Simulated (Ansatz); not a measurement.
# Rh: the cost of one run

Program: Ansatz 0.2.0 through its Python package. The levels of theory stand in the script. These are calculated values, not measurements.

## 1. The structure

The structure is hexagonal, space group P6_3/mmc (No. 194). The conventional cell has a = 2.692 Å, b = 2.692 Å, c = 8.798 Å, α = 90.00°, β = 90.00°, γ = 120.00°. Rh (site symmetry -3m) is surrounded by 12 Rh at 2.69 Å. Rh (site symmetry -6m2) is surrounded by 12 Rh at 2.69 Å.

No structure file is read: the coordinates are typed or built in the script.

## 2. The code

Contents of rh.py:

```python
# -*- coding: utf-8 -*-
import ansatz as az
from ase import Atoms
import numpy as np


def count_gap(report):
    # lowest empty less highest filled band, counting bands; zero where they overlap
    return max(report.get("gap_by_band_count_ev") or 0.0, 0.0)


def main():
    atoms = Atoms(
        ["Rh", "Rh", "Rh", "Rh"],
        scaled_positions=[
            (0.0, 0.0, 0.0),
            (1 / 3, 2 / 3, 0.25),
            (0.0, 0.0, 0.5),
            (2 / 3, 1 / 3, 0.75),
        ],
        cell=[
            (2.691745, 0.0, 0.0),
            (-1.345872, 2.331119, 0.0),
            (0.0, 0.0, 8.79807),
        ],
        pbc=True,
    )
    xtal = az.Crystal.from_ase(atoms)

    job = (
        xtal.calculation()
        .functional(az.Functional.PBESOL)
        .kpoints(9, 9, 3)
        .occupations("cold", width=0.05)
        .stress()
        .forces()
        .band_table()
    )
    variants = {
        "PAW": job.pseudopotentials("paw"),
        "LAPW": job.pseudopotentials("all_electron", lapw=True),
    }
    rows = []
    for label, variant in variants.items():
        data = variant.run().report
        levels = np.array(data["eigenvalues_ev"][0]) - data["fermi_energy_ev"]
        print(label, "levels at the first k-point near E_F:", np.round(levels[np.abs(levels) < 5], 3))
        rows.append((label, data["n_electrons"], np.trace(data["stress_gpa"]) / 3, float(np.abs(data["forces_ev_ang"]).max()), count_gap(data)))
    print("     treatment  electrons in bands           P GPa  max force component eV/A  gap by band count eV")
    for row in rows:
        print(f"{str(row[0]):>14s}  {row[1]:18.1f}  {row[2]:14.3f}  {row[3]:24.4f}  {row[4]:20.3f}")


if __name__ == "__main__":
    main()
```

## 3. Running it

Run with:

```console
$ python rh.py
```

**Question.** How long does this script take on 1 thread of Arm Neoverse V1, shared host, and how much memory does it need?

About 48 s, with a peak of 0.7 GiB.
